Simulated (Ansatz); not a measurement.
Born–Oppenheimer molecular dynamics of a periodic cell of 36 atoms, Be (start crystal Be, start structure hcp, volume 1.1 times the crystal's). It starts from a structure without forces on its atoms.

Method: DFT PBE, scalar-relativistic, plane waves, PAW (Ansatz 0.2.0). Settings: cutoff 420 eV, k mesh 2x2x2, fermi-dirac smearing 0.17 eV, no spin polarisation.

| Property | Result |
| --- | --- |
| ensemble | NVT, Langevin thermostat |
| time step | 1 fs |
| steps asked | 140 |
| set temperature | 2000 K |
| friction | 0.02 /fs |
| seed | 996742 |

Frames 2 fs apart, positions in Å, forces in eV/Å.

Velocities at 50.0 fs (Å/ps):

```
Be -29.34 -19.94 -3.16
Be 11.92 -3.10 -14.81
Be -0.06 10.82 -16.01
Be 4.29 2.46 -5.33
Be -7.92 -5.79 -12.50
Be 6.43 -13.47 -5.51
Be 4.61 9.86 12.77
Be -11.09 -1.06 12.48
Be -15.63 8.72 -7.78
Be 12.89 3.18 6.11
Be 2.08 -3.21 -13.71
Be -14.24 -7.49 -3.46
Be 2.04 8.22 17.27
Be 8.70 -10.62 -12.24
Be -4.73 3.83 16.06
Be -3.53 -8.96 -4.43
Be 3.91 -12.34 -3.79
Be -17.70 5.46 -3.02
Be 15.90 -10.82 -0.66
Be -8.27 11.01 -15.37
Be 7.72 5.85 -19.68
Be -8.76 -13.16 7.76
Be 8.33 -4.24 27.37
Be -10.91 12.10 10.59
Be 4.17 12.67 -0.30
Be 27.11 1.19 -27.70
Be 26.36 7.47 -3.00
Be 0.35 -9.44 12.74
Be -31.88 -18.51 -2.06
Be 12.71 -25.72 13.20
Be 9.12 -18.82 -12.62
Be 0.90 -20.86 -17.84
Be -3.08 7.24 -2.27
Be -0.55 -15.77 -6.76
Be 12.49 -2.00 1.09
Be 1.32 -13.03 3.18
```

```xyz
36
Lattice="7.0918 0.0000 0.0000 -3.5459 6.1416 0.0000 0.0000 0.0000 7.4085" Properties=species:S:1:pos:R:3:forces:R:3 time_fs=50.0 energy_less_start_eV=7.297 T=1582
Be -0.246 -0.052 -0.016 0.66 0.75 0.54
Be -0.422 1.361 1.851 2.74 -0.51 0.29
Be 0.111 0.032 3.778 -0.74 -0.15 -0.32
Be -0.022 1.419 5.567 0.06 -0.29 0.02
Be -0.965 2.155 0.019 -0.44 0.21 -1.31
Be -1.155 3.399 1.764 0.12 -0.16 -0.74
Be -1.473 1.726 3.739 1.48 0.80 -0.31
Be -1.267 3.460 5.422 0.88 -0.27 0.59
Be -2.563 4.206 -0.188 1.17 -1.12 0.89
Be -2.491 5.519 1.683 0.22 -0.58 0.50
Be -2.350 3.899 3.321 -0.43 0.68 1.61
Be -2.366 5.435 5.717 -0.12 0.95 -1.60
Be 2.426 -0.143 0.021 -0.20 -0.24 -0.30
Be 2.357 1.046 1.629 0.75 1.88 1.21
Be 2.259 0.108 3.567 0.27 -0.83 0.80
Be 2.535 1.421 5.778 -2.20 -0.27 -2.05
Be 1.171 1.859 -0.004 0.11 0.34 -0.19
Be 1.244 3.296 1.774 -0.44 0.19 -0.02
Be 0.849 2.001 3.640 1.07 -0.26 -0.01
Be 1.023 3.612 5.229 0.83 -0.36 1.68
Be 0.180 4.098 -0.205 -1.09 -1.14 0.83
Be 0.070 5.286 1.888 -0.42 0.28 -0.46
Be -0.155 3.806 3.654 -0.18 1.24 -1.25
Be -0.253 5.594 5.635 0.37 -1.43 -1.07
Be 4.751 -0.371 -0.369 -0.37 1.41 2.07
Be 4.829 1.391 1.322 -1.38 -0.90 1.64
Be 4.527 -0.230 3.827 0.62 0.09 -0.39
Be 4.520 1.170 5.453 1.28 0.45 -0.34
Be 3.713 2.021 -0.257 0.03 0.82 1.12
Be 3.581 3.107 1.752 -0.46 0.90 -0.93
Be 3.598 1.811 3.427 -0.86 0.20 0.51
Be 3.831 3.383 5.306 -1.51 -0.64 0.51
Be 2.543 3.951 -0.046 -1.68 -0.17 0.09
Be 2.416 5.459 1.972 -0.51 -0.36 -0.10
Be 2.517 4.408 3.970 0.14 -1.70 -2.23
Be 2.511 5.336 5.701 0.24 0.22 -1.29
36
Lattice="7.0918 0.0000 0.0000 -3.5459 6.1416 0.0000 0.0000 0.0000 7.4085" Properties=species:S:1:pos:R:3:forces:R:3 time_fs=52.0 energy_less_start_eV=7.767 T=1443
Be -0.299 -0.092 -0.021 1.13 1.08 0.69
Be -0.386 1.345 1.823 2.64 -0.47 0.41
Be 0.108 0.048 3.743 -0.84 -0.32 -0.18
Be -0.006 1.419 5.558 0.02 -0.29 -0.03
Be -0.980 2.139 -0.009 -0.09 0.39 -1.46
Be -1.146 3.374 1.755 0.16 -0.16 -0.63
Be -1.451 1.747 3.766 1.36 0.81 -0.39
Be -1.282 3.466 5.449 1.04 -0.25 0.50
Be -2.591 4.224 -0.207 1.24 -1.35 1.02
Be -2.472 5.517 1.688 0.09 -0.58 0.40
Be -2.342 3.894 3.304 -0.35 0.68 1.75
Be -2.394 5.420 5.706 0.10 1.08 -1.66
Be 2.431 -0.123 0.047 -0.23 -0.58 -0.75
Be 2.375 1.031 1.606 0.74 2.06 1.64
Be 2.250 0.120 3.596 0.36 -0.85 0.69
Be 2.520 1.399 5.771 -2.26 -0.24 -2.29
Be 1.177 1.833 -0.021 0.08 0.44 -0.08
Be 1.214 3.308 1.766 -0.27 0.08 -0.08
Be 0.880 1.984 3.634 1.00 -0.04 -0.04
Be 1.010 3.630 5.205 1.22 -0.44 2.10
Be 0.186 4.114 -0.242 -1.09 -1.25 1.05
Be 0.056 5.259 1.902 -0.46 0.40 -0.44
Be -0.136 3.799 3.705 -0.61 1.16 -1.95
Be -0.271 5.610 5.654 0.50 -1.59 -1.23
Be 4.757 -0.344 -0.362 -0.54 1.22 1.89
Be 4.884 1.393 1.273 -1.92 -1.04 1.85
Be 4.583 -0.215 3.815 0.44 -0.07 -0.26
Be 4.523 1.155 5.475 1.26 0.58 -0.51
Be 3.651 1.982 -0.258 0.28 0.90 1.37
Be 3.601 3.067 1.776 -0.65 1.08 -1.26
Be 3.617 1.776 3.405 -0.79 0.15 0.65
Be 3.833 3.338 5.277 -1.47 -0.55 0.67
Be 2.532 3.964 -0.044 -1.76 -0.39 0.21
Be 2.409 5.433 1.956 -0.38 -0.31 -0.04
Be 2.544 4.396 3.970 0.08 -1.59 -2.29
Be 2.528 5.308 5.702 -0.01 0.24 -1.30
36
Lattice="7.0918 0.0000 0.0000 -3.5459 6.1416 0.0000 0.0000 0.0000 7.4085" Properties=species:S:1:pos:R:3:forces:R:3 time_fs=54.0 energy_less_start_eV=7.985 T=1438
Be -0.340 -0.136 -0.024 1.55 1.41 0.81
Be -0.335 1.322 1.794 2.36 -0.38 0.43
Be 0.103 0.053 3.715 -0.91 -0.48 -0.07
Be 0.005 1.418 5.552 -0.01 -0.32 -0.07
Be -0.991 2.124 -0.036 0.25 0.54 -1.61
Be -1.129 3.352 1.742 0.06 -0.14 -0.43
Be -1.417 1.773 3.788 1.06 0.78 -0.46
Be -1.298 3.473 5.476 1.20 -0.25 0.37
Be -2.613 4.236 -0.227 1.25 -1.50 1.12
Be -2.453 5.500 1.688 0.02 -0.51 0.35
Be -2.341 3.901 3.303 -0.18 0.62 1.69
Be -2.415 5.404 5.688 0.32 1.19 -1.70
Be 2.430 -0.089 0.067 -0.19 -1.00 -1.21
Be 2.395 1.031 1.589 0.62 2.11 2.04
Be 2.245 0.143 3.637 0.37 -0.97 0.52
Be 2.494 1.382 5.751 -2.05 -0.21 -2.38
Be 1.188 1.819 -0.043 0.02 0.54 0.08
Be 1.185 3.319 1.767 -0.10 -0.05 -0.14
Be 0.900 1.961 3.632 0.96 0.25 -0.06
Be 0.998 3.652 5.194 1.58 -0.54 2.40
Be 0.185 4.133 -0.270 -1.06 -1.36 1.27
Be 0.044 5.224 1.911 -0.52 0.61 -0.42
Be -0.127 3.797 3.743 -0.92 1.04 -2.46
Be -0.277 5.609 5.668 0.51 -1.54 -1.32
Be 4.755 -0.313 -0.347 -0.60 0.97 1.63
Be 4.933 1.395 1.229 -2.30 -1.20 2.15
Be 4.641 -0.200 3.798 0.32 -0.23 -0.15
Be 4.538 1.145 5.492 1.10 0.69 -0.59
Be 3.592 1.948 -0.246 0.46 0.89 1.30
Be 3.627 3.048 1.782 -0.74 1.13 -1.36
Be 3.627 1.738 3.381 -0.58 0.24 0.76
Be 3.833 3.296 5.252 -1.41 -0.46 0.78
Be 2.521 3.966 -0.030 -1.81 -0.49 0.22
Be 2.398 5.400 1.940 -0.23 -0.22 -0.02
Be 2.567 4.368 3.955 -0.06 -1.39 -2.19
Be 2.550 5.281 5.698 -0.34 0.22 -1.26
36
Lattice="7.0918 0.0000 0.0000 -3.5459 6.1416 0.0000 0.0000 0.0000 7.4085" Properties=species:S:1:pos:R:3:forces:R:3 time_fs=56.0 energy_less_start_eV=7.952 T=1336
Be -0.374 -0.175 -0.019 1.95 1.66 0.89
Be -0.270 1.307 1.765 1.87 -0.33 0.40
Be 0.096 0.061 3.697 -0.99 -0.71 -0.02
Be 0.007 1.415 5.540 0.00 -0.34 -0.03
Be -1.004 2.110 -0.068 0.54 0.64 -1.67
Be -1.115 3.324 1.727 -0.08 -0.07 -0.24
Be -1.379 1.808 3.815 0.70 0.69 -0.56
Be -1.310 3.479 5.504 1.28 -0.28 0.19
Be -2.623 4.232 -0.237 1.24 -1.48 1.10
Be -2.432 5.487 1.687 -0.04 -0.44 0.35
Be -2.341 3.907 3.309 0.01 0.55 1.56
Be -2.433 5.393 5.666 0.50 1.18 -1.61
Be 2.421 -0.047 0.079 -0.11 -1.34 -1.51
Be 2.424 1.051 1.588 0.43 1.93 2.20
Be 2.244 0.164 3.683 0.33 -1.13 0.31
Be 2.466 1.368 5.714 -1.74 -0.18 -2.24
Be 1.200 1.817 -0.064 -0.07 0.62 0.19
Be 1.155 3.331 1.772 0.10 -0.22 -0.18
Be 0.916 1.928 3.640 0.98 0.64 -0.12
Be 0.990 3.676 5.190 1.87 -0.63 2.57
Be 0.172 4.150 -0.290 -0.96 -1.37 1.45
Be 0.033 5.181 1.921 -0.60 0.91 -0.42
Be -0.124 3.786 3.768 -1.13 0.91 -2.77
Be -0.274 5.599 5.670 0.46 -1.37 -1.32
Be 4.759 -0.277 -0.335 -0.81 0.67 1.41
Be 4.964 1.389 1.188 -2.41 -1.31 2.48
Be 4.701 -0.181 3.782 0.20 -0.36 -0.07
Be 4.556 1.148 5.503 0.91 0.71 -0.60
Be 3.534 1.927 -0.234 0.61 0.83 1.07
Be 3.653 3.042 1.778 -0.78 1.11 -1.32
Be 3.628 1.705 3.362 -0.30 0.43 0.84
Be 3.828 3.260 5.234 -1.33 -0.33 0.82
Be 2.514 3.963 -0.011 -1.85 -0.55 0.16
Be 2.373 5.358 1.934 0.01 -0.02 -0.09
Be 2.589 4.334 3.919 -0.21 -1.16 -1.83
Be 2.568 5.260 5.698 -0.59 0.12 -1.37
36
Lattice="7.0918 0.0000 0.0000 -3.5459 6.1416 0.0000 0.0000 0.0000 7.4085" Properties=species:S:1:pos:R:3:forces:R:3 time_fs=58.0 energy_less_start_eV=7.702 T=1435
Be -0.405 -0.201 -0.005 2.31 1.76 0.84
Be -0.198 1.298 1.748 1.28 -0.27 0.30
Be 0.095 0.061 3.677 -1.08 -0.87 0.05
Be 0.007 1.412 5.529 0.04 -0.37 0.03
Be -1.016 2.097 -0.093 0.72 0.71 -1.62
Be -1.098 3.304 1.717 -0.24 -0.05 -0.11
Be -1.334 1.844 3.839 0.29 0.57 -0.66
Be -1.310 3.487 5.526 1.20 -0.32 0.01
Be -2.627 4.222 -0.244 1.25 -1.29 0.95
Be -2.415 5.472 1.697 -0.05 -0.35 0.30
Be -2.339 3.919 3.320 0.15 0.45 1.45
Be -2.451 5.397 5.629 0.72 0.98 -1.32
Be 2.407 -0.006 0.090 -0.01 -1.58 -1.63
Be 2.456 1.088 1.603 0.16 1.58 2.05
Be 2.241 0.177 3.737 0.34 -1.30 0.01
Be 2.437 1.353 5.663 -1.38 -0.06 -1.80
Be 1.212 1.819 -0.079 -0.15 0.68 0.23
Be 1.136 3.332 1.771 0.24 -0.33 -0.18
Be 0.939 1.895 3.640 0.97 1.04 -0.13
Be 0.989 3.703 5.201 1.99 -0.72 2.54
Be 0.151 4.168 -0.294 -0.84 -1.34 1.56
Be 0.019 5.149 1.937 -0.60 1.16 -0.45
Be -0.122 3.783 3.783 -1.14 0.76 -2.83
Be -0.266 5.591 5.658 0.38 -1.20 -1.17
Be 4.763 -0.243 -0.324 -1.03 0.34 1.16
Be 4.976 1.373 1.159 -2.22 -1.35 2.79
Be 4.756 -0.158 3.770 0.11 -0.48 -0.02
Be 4.573 1.157 5.516 0.79 0.68 -0.68
Be 3.493 1.911 -0.223 0.64 0.77 0.69
Be 3.679 3.040 1.769 -0.76 1.11 -1.22
Be 3.624 1.683 3.342 -0.02 0.60 0.99
Be 3.814 3.220 5.234 -1.17 -0.12 0.77
Be 2.516 3.950 0.003 -1.92 -0.50 0.07
Be 2.352 5.312 1.925 0.17 0.18 -0.13
Be 2.602 4.299 3.885 -0.33 -0.97 -1.51
Be 2.587 5.243 5.690 -0.79 0.10 -1.32
36
Lattice="7.0918 0.0000 0.0000 -3.5459 6.1416 0.0000 0.0000 0.0000 7.4085" Properties=species:S:1:pos:R:3:forces:R:3 time_fs=60.0 energy_less_start_eV=7.448 T=1694
Be -0.436 -0.218 0.020 2.63 1.76 0.64
Be -0.126 1.303 1.742 0.75 -0.29 0.15
Be 0.098 0.058 3.647 -1.19 -1.05 0.17
Be 0.008 1.409 5.527 0.10 -0.42 0.03
Be -1.039 2.092 -0.125 0.80 0.70 -1.35
Be -1.080 3.283 1.708 -0.45 0.01 -0.01
Be -1.287 1.884 3.880 -0.11 0.41 -0.86
Be -1.305 3.497 5.550 1.10 -0.35 -0.24
Be -2.624 4.202 -0.261 1.21 -1.04 0.88
Be -2.395 5.446 1.702 -0.09 -0.23 0.25
Be -2.329 3.940 3.340 0.23 0.30 1.26
Be -2.467 5.420 5.596 0.98 0.76 -1.01
Be 2.393 0.034 0.105 0.08 -1.82 -1.72
Be 2.488 1.135 1.623 -0.21 1.12 1.70
Be 2.243 0.168 3.779 0.35 -1.42 -0.34
Be 2.399 1.338 5.608 -0.95 0.07 -1.25
Be 1.221 1.827 -0.095 -0.23 0.73 0.26
Be 1.117 3.323 1.764 0.39 -0.40 -0.14
Be 0.973 1.856 3.634 0.94 1.41 -0.10
Be 0.996 3.735 5.233 1.90 -0.83 2.14
Be 0.127 4.175 -0.293 -0.75 -1.18 1.65
Be 0.007 5.122 1.956 -0.57 1.37 -0.51
Be -0.126 3.781 3.791 -0.87 0.63 -2.57
Be -0.253 5.583 5.632 0.30 -1.01 -0.87
Be 4.764 -0.211 -0.307 -1.27 -0.05 0.79
Be 4.974 1.350 1.135 -1.85 -1.31 3.01
Be 4.810 -0.135 3.758 0.02 -0.56 0.02
Be 4.598 1.173 5.524 0.58 0.56 -0.64
Be 3.450 1.893 -0.204 0.75 0.74 0.17
Be 3.708 3.025 1.758 -0.69 1.24 -1.08
Be 3.611 1.661 3.314 0.30 0.73 1.33
Be 3.803 3.191 5.240 -1.06 0.07 0.68
Be 2.518 3.931 0.011 -1.93 -0.42 -0.04
Be 2.329 5.263 1.909 0.27 0.38 -0.14
Be 2.613 4.253 3.844 -0.49 -0.76 -1.17
Be 2.613 5.225 5.673 -0.98 0.14 -1.11
```

Of the whole run (140 fs, mean temperature of the second half 1924 K): A run of 0.14 ps of so small a system gives no equilibrium averages. Limits of this set-up: coarse k mesh.

Time of the run: 10 min on 1 thread of AMD EPYC 9R14 (Zen 4), on a shared host, peak memory 0.71 GiB.
